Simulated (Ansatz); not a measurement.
# ClH3O3Sn: a ladder of functionals and wavefunction methods

One table from this session's results is given with a row withheld; the runs are named, their logs left out.

Program: Ansatz 0.2.0, Gaussian basis. Level of theory: functionals in def2-TZVPP, the program's frozen cores in correlated methods. These are calculated values, not measurements.

Levels to be run: LDA (SPW92), PBE-D4, revPBE-D4, BLYP-D4, r2SCAN-D4, B97M-V, PBE0-D4, B3LYP-D4, r2SCANh-D4, r2SCAN0-D4, HSE06-D4, BHLYP-D4, CAM-B3LYP-D4, LC-ωPBE, ωB97X-V, ωB97M-V, B2PLYP, PBE-QIDH; CCSD(T)/def2-SVP; CCSD(T)/def2-TZVPP; MP2/def2-QZVPP; extrapolation to the limit; RPA on PBE.

## The relaxed structure

The geometry comes from an earlier relaxation with PBE0-D4 in a triple-zeta def2 set; it is a stationary point, not always the lowest conformer. Sn takes the def2 core potential; no spin-orbit term is included.

SMILES `[OH][Sn]([OH])([OH])[Cl]`, 8 atoms, charge 0, spin multiplicity 1.

Atoms are counted from 1 here; the program's logs count them from 0.

Bond lengths: O1–Sn2 1.940 Å, O1–H6 0.962 Å, Sn2–O3 1.939 Å, Sn2–O4 1.933 Å, Sn2–Cl5 2.305 Å, O3–H7 0.961 Å, O4–H8 0.962 Å. Angles: Sn2–O1–H6 112.7°, O1–Sn2–O3 108.6°, O1–Sn2–O4 113.0°, O1–Sn2–Cl5 107.2°, O3–Sn2–O4 105.6°, O3–Sn2–Cl5 113.6°, O4–Sn2–Cl5 109.0°, Sn2–O3–H7 113.0°, Sn2–O4–H8 111.5°.

The first run:

in.yaml reads:

```yaml
crystal:
  periodic: [false, false, false]
  atoms:
    - {symbol: O, position_ang: [-0.969030, 0.897603, 1.251386]}
    - {symbol: Sn, position_ang: [-0.035069, 0.065539, -0.231443]}
    - {symbol: O, position_ang: [1.708573, -0.516751, 0.384845]}
    - {symbol: O, position_ang: [-0.916592, -1.527437, -0.881243]}
    - {symbol: Cl, position_ang: [0.060177, 1.616336, -1.933567]}
    - {symbol: H, position_ang: [-1.432445, 1.699785, 0.993992]}
    - {symbol: H, position_ang: [2.050365, 0.018275, 1.106879]}
    - {symbol: H, position_ang: [-0.373778, -2.310450, -0.746648]}
basis:
  gaussian: {orbitals: def2-TZVPP}
hamiltonian: {xc: lda}
output: {orbitals: {seedname: orbitals}}
```

The run is started by

```sh
> ansatz run in.yaml --threads 4 --pin off --events-out ev --progress --plain --max-ram 10444MiB
```

Steps of the session up to this table: LDA; PBE-D4 (GGA); revPBE-D4 (GGA); BLYP-D4 (GGA); r2SCAN-D4 (meta-GGA); B97M-V (meta-GGA); PBE0-D4 (hybrid); B3LYP-D4 (hybrid); r2SCANh-D4 (hybrid); r2SCAN0-D4 (hybrid); HSE06-D4 (hybrid); BHLYP-D4 (hybrid); CAM-B3LYP-D4 (range-separated); LC-ωPBE (range-separated); ωB97X-V (range-separated); ωB97M-V (range-separated); B2PLYP (double hybrid); PBE-QIDH (double hybrid).

One table of the session follows, with a row left open; its other results are not shown here.

It belongs to the step «Frontier levels by functional». 

```
  functional  HOMO (eV)  LUMO (eV)  gap (eV)
 LDA (SPW92)      -7.77      -3.31      4.46
      PBE-D4      -7.55      -2.97      4.58
   revPBE-D4      -7.47      -2.84      4.63
     BLYP-D4      -7.45      -2.95      4.50
   r2SCAN-D4      -7.97      -2.72      5.25
      B97M-V      -8.04      -2.72      5.32
     PBE0-D4          ?          ?         ?
    B3LYP-D4      -9.01      -2.36      6.65
  r2SCANh-D4      -8.62      -2.38      6.25
  r2SCAN0-D4      -9.60      -1.86      7.74
    HSE06-D4      -8.89      -2.38      6.51
    BHLYP-D4     -10.80      -1.07      9.73
CAM-B3LYP-D4     -10.79      -1.04      9.75
     LC-ωPBE     -12.22       0.31     12.53
     ωB97X-V     -11.84       0.15     11.98
     ωB97M-V     -11.73      -0.02     11.71
```

Q: Estimate the row for PBE0-D4 from the others.

As computed: HOMO (eV): -9.30; LUMO (eV): -2.01; gap (eV): 7.29. In the column «HOMO (eV)» it lies between r2SCAN0-D4 (-9.60) and B3LYP-D4 (-9.01).
